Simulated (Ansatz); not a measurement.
**Ru (Ru (10-10), 6 layers): how the settings move a single-point run**

How sensitive is a single-point run of Ru (Ru (10-10), 6 layers) to its settings? A reference run comes first, then one run with altered input.

Program: Ansatz 0.2.0. Level of theory: reference: DFT, PBE, all-electron PAW with datasets made for the crystal, scalar-relativistic. These are calculated values, not measurements.

## Step 1: The starting structure

The structure is orthorhombic, space group Pmmn (No. 59). Conventional cell: a = 2.721 Å, b = 4.296 Å, c = 21.499 Å, α = 90.00°, β = 90.00°, γ = 90.00°. Ru (site symmetry mm2) has 8 Ru at 2.62 to 2.72 Å as nearest neighbours. Ru (site symmetry mm2) has 10 Ru at 2.62 to 2.72 Å as nearest neighbours. Ru (site symmetry mm2) is surrounded by 12 Ru at 2.63 to 2.72 Å.

Structure file:

```cif
data_structure
_symmetry_space_group_name_H-M 'P 1'
_symmetry_Int_Tables_number 1
_cell_length_a 2.7212
_cell_length_b 4.2960
_cell_length_c 21.4987
_cell_angle_alpha 90.000
_cell_angle_beta 90.000
_cell_angle_gamma 90.000
_cell_volume 251.32
loop_
_atom_site_label
_atom_site_type_symbol
_atom_site_fract_x
_atom_site_fract_y
_atom_site_fract_z
_atom_site_occupancy
Ru1 Ru 0.75000 0.75000 0.37826 1
Ru2 Ru 0.25000 0.25000 0.40831 1
Ru3 Ru 0.25000 0.75000 0.48282 1
Ru4 Ru 0.75000 0.25000 0.51718 1
Ru5 Ru 0.75000 0.75000 0.59169 1
Ru6 Ru 0.25000 0.25000 0.62174 1
```

## Step 2: Baseline

The input, input.yaml:

```yaml
crystal:
  lattice:
    - [2.7211623488, 0.0, 0.0]
    - [0.0, 4.2959980363, 0.0]
    - [0.0, 0.0, 21.4987]
  atoms:
    - { symbol: Ru, position: [0.75, 0.75, 0.3782574067] }
    - { symbol: Ru, position: [0.25, 0.25, 0.4083088338] }
    - { symbol: Ru, position: [0.25, 0.75, 0.4828233927] }
    - { symbol: Ru, position: [0.75, 0.25, 0.5171766075] }
    - { symbol: Ru, position: [0.75, 0.75, 0.591691166] }
    - { symbol: Ru, position: [0.25, 0.25, 0.6217425933] }
kpoints:
  mp_grid: { grid: [12, 8, 1] }
scf:
  occupations: { method: fermi_dirac, width: 0.1 }
hamiltonian:
  xc: pbe
  pseudopotentials: { kind: all_electron, datasets: crystal }
output:
  forces: true
  stress: true
  eigenvalues: true
efield:
  axis: 3
  amplitude: 0
  dipole_correction: true
```

Run with:

```
$ ansatz run input.yaml --threads 2 --pin off --max-ram 4096MiB --backend cpu --events-out ev --progress --plain --runs-dir out
```

## Step 3: Changed: mp_grid.grid [15, 10, 1], mixing.algorithm anderson, mixing.beta 0.5

Changes to input.yaml since step 2:

```diff
@@ -13,5 +13,6 @@
 kpoints:
-  mp_grid: { grid: [12, 8, 1] }
+  mp_grid: { grid: [15, 10, 1] }
 scf:
   occupations: { method: fermi_dirac, width: 0.1 }
+  mixing: { algorithm: anderson, beta: 0.5 }
 hamiltonian:
```

Q: Predict the outcome of this session. Wanted: for each run, ending; energy change; gap; force.

As calculated:

| run | ending | energy change | gap (eV) | force (eV/Å) | cycles | time |
| --- | --- | --- | --- | --- | --- | --- |
| reference | converged | 0 | 0.00 | 0.00 | 14 | 33 s |
| 1: mp_grid.grid [15, 10, 1], mixing.algorithm anderson, mixing.beta 0.5 | converged | +0.5 meV/atom | 0.00 | 0.00 | 14 | 44 s |

Residual by cycle in the longest SCF loop of each run; runs are numbered as in the table. The quantity is the density residual dr2, in eV.

| cycle | reference | run 1 |
| --- | --- | --- |
| 1 | 17.8 | 17.9 |
| 2 | 12 | 1.73 |
| 3 | 0.356 | 0.35 |
| 5 | 0.0136 | 0.0206 |
| 6 | 0.00224 | 0.00211 |
| 7 | 0.00348 | 8.7e-4 |
| 8 | 0.00228 | 5.6e-4 |
| 9 | 1.1e-4 | 5.9e-5 |
| 10 | 9.9e-6 | 9.0e-6 |
| 12 | 8.2e-7 | 1.0e-6 |
| 13 | 1.3e-7 | 1.8e-7 |
| 14 | 4.4e-8 | 6.2e-8 |

What this shows: Changing the k-point mesh and mixing moves the energy by +0.5 meV/atom. Sampling errors of the energy have no fixed sign.
